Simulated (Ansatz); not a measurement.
# AlGaHF+ (doublet): wave-function methods side by side, cc-pVDZ

The task here is to estimate one member of a computed series from the others.

Method: cc-pVDZ, core rule «outside noble gas», up to 20 orbitals frozen; program: Ansatz 0.2.0, Gaussian basis.

To be run: UHF; CCSD(T) on ROHF; CCSD(T) on UHF; BCCD(T) on ROHF; CISD; CCSDT(Q) on ROHF; CCSDT(Q) on UHF; CASSCF and MRCISD+Q, 9 electrons in 9 orbitals; CASSCF and NEVPT2, 9 electrons in 9 orbitals.

27 further runs of the same task are left out: 17 that didn't finish, 10 set aside as unsound or not needed.

### The geometry

The geometry is a PBE0/def2-TZVP stationary point (not a proven minimum) of the parent state, kept for this charge and spin. No spin-orbit coupling is included. The filled d shell of Ga may be among the frozen orbitals whatever the setting's name suggests; the logs give the count.

4 atoms, charge 1, spin multiplicity 2.

Atoms are counted from 1 here; the program's logs count them from 0.

Bond lengths: Al1–Ga2 2.489 Å, Ga2–F3 1.768 Å, Ga2–H4 1.568 Å. Angles: Al1–Ga2–F3 112.3°, Al1–Ga2–H4 130.1°, F3–Ga2–H4 117.6°.

The first run:

Input file in.yaml:

```yaml
crystal:
  periodic: [false, false, false]
  atoms:
    - {symbol: Al, position_ang: [0.000000, -0.281835, 2.028359]}
    - {symbol: Ga, position_ang: [0.000000, 0.366101, -0.374949]}
    - {symbol: F, position_ang: [0.000000, -1.038096, -1.449566]}
    - {symbol: H, position_ang: [0.000000, 1.786664, -1.038005]}
basis:
  gaussian: {orbitals: cc-pVDZ}
total_charge: 1
magnetization: {spin_polarized: true, initial_magnetization: 1}
hamiltonian: {xc: hf}
output: {orbitals: {seedname: orbitals}}
```

Run with:

```
ansatz run in.yaml --threads 1 --pin off --events-out ev --progress --plain --max-ram 2393MiB
```

Steps of the session up to this table: UHF; CCSD(T) on ROHF; CCSD(T) on UHF; BCCD(T) on ROHF; CISD; CCSDT(Q) on ROHF; CCSDT(Q) on UHF; CASSCF and MRCISD+Q, 9 electrons in 9 orbitals; CASSCF and NEVPT2, 9 electrons in 9 orbitals.

One table of the session follows, with a row left open; its other results are not shown here.

| method | from UCCSDT(Q) (kcal/mol) |
| --- | --- |
| ROHF | ? |
| UHF | +188.43 |
| RMP2 | +19.63 |
| UMP2 | +19.04 |
| RCCSD | +5.12 |
| UCCSD | +4.92 |
| RCCSD(T) | +1.09 |
| UCCSD(T) | +1.04 |
| BCCD(T) | +0.95 |
| RCCSDT | +0.53 |
| UCCSDT | +0.48 |
| RCCSDT(Q) | +0.17 |
| UCCSDT(Q) | 0 |
| CASSCF frontier | +104.57 |
| MRCISD frontier | +9.26 |
| MRCISD+Q frontier | +1.44 |

Estimate the missing values for ROHF.

**Answer.** from UCCSDT(Q) (kcal/mol): +191.22. In the column «from UCCSDT(Q) (kcal/mol)» it is the highest.

Not comparable, so not listed: CISD; CASSCF and NEVPT2, 9 electrons in 9 orbitals (they don't share determinant, frozen orbitals or solution with the rows shown, or repeat one).

Limits of these values: Restricted and unrestricted rows rest on different reference determinants; where their highest levels disagree by more than a few hundredths of an eV, they describe different states and don't form one ladder. Warnings in the runs' records: passed over end.
